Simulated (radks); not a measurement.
# Ti⁸⁺ in [Ne] 3s2 3p2: an all-electron calculation

Wanted: eigenvalues, radial structure and energy terms of the titanium ion Ti8+.

Program: radks (a radial shooting solver on a logarithmic mesh, Libxc functionals) version 1. Level of theory: Dirac Kohn-Sham, LDA (Slater exchange, Perdew-Zunger correlation), spin-unpolarised, spherical densities, point nucleus; open shells fill j = l - 1/2 first. These are calculated values, not measurements, unless marked.

## 1. The atom as given

```
element       : titanium (Z = 22)
charge        : +8
electrons     : 14
configuration : [Ne] 3s2 3p2
```

## 2. Self-consistent calculation

Input:

```text
Z 22
configuration [Ne] 3s2 3p2
relativity Dirac
functional lda,pz
spin unpolarised
j_filling energy
nucleus point
c 137.035999084
```

What does the calculation give?

**Answer**, as computed:

```
                        quantity                    value
                    total energy       -828.87188 hartree
exchange-correlation share of it                   4.24 %
                            −T/E                   1.0099
          highest occupied level        3p1/2, -179.29 eV
    most extended occupied level  3p1/2, <r> = 0.911 bohr
 radius at density 0.001 e/bohr³                2.08 bohr
    maxima of the radial density                        3
         ionisation energy, NIST     192.1 (semi-emp.) eV
```

What this shows: The radial density shows 3 maxima for 3 occupied principal shells. Relativity lifts −T/E to 1.010. Minus the highest eigenvalue, 179.29 eV, is 93 % of the tabulated ionisation energy (192.1 eV). Spin polarisation and multiplet splitting are left out.
